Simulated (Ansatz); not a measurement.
## CH₄BFO, SMILES COBF: a comparison of dispersion corrections, step by step

With the Python package of Ansatz (0.2.0).

The cells in order, each with its output:

In [1]:
```python
import ansatz as az
```

In [2]:
```python
GEOMETRY = """
C    -0.20470    0.95000   -0.06490
O    -0.76270   -0.26860   -0.44600
B     0.11830   -1.29990    0.05600
F     1.31000   -1.77470   -0.75610
H    -0.21200    1.10780    1.01340
H    -0.94100    1.79010   -0.46610
H     0.77400    1.18790   -0.52660
H     0.01010   -1.74960    1.13440
"""
```

In [3]:
```python
system = az.Crystal.molecule()
for line in GEOMETRY.strip().splitlines():
    symbol, *xyz = line.split()
    system = system.atom(symbol, [float(v) for v in xyz])
```

In [4]:
```python
base = system.calculation().basis(gaussian="def2-SVP")
for name in ["pbe", "revpbe"]:
    for correction in ("d3bj", "d4"):
        rep = base.functional(name, dispersion=correction).run(threads=1).report
        print(f"{name:8s} {correction:5s} total {rep['free_energy_ev']:.5f} eV, of which dispersion {1000 * rep['dispersion']['energy']['ev']:.2f} meV")
```
```text
pbe      d3bj  total -6531.21476 eV, of which dispersion -100.44 meV
pbe      d4    total -6531.21003 eV, of which dispersion -95.71 meV
revpbe   d3bj  total -6536.72871 eV, of which dispersion -266.68 meV
revpbe   d4    total -6536.81174 eV, of which dispersion -349.72 meV
```

Notes:
- Total energies depend on the basis set; only differences at equal settings carry meaning.
- The geometry is a force-field or estimated start, not a minimum of this method, and the basis set is short of its limit. D4 holds the three-body term, and d3bj doesn't.
- Hardware and time: 4.9 s on 1 thread of Arm Neoverse V2 (shared host), peak memory 0.16 GiB.
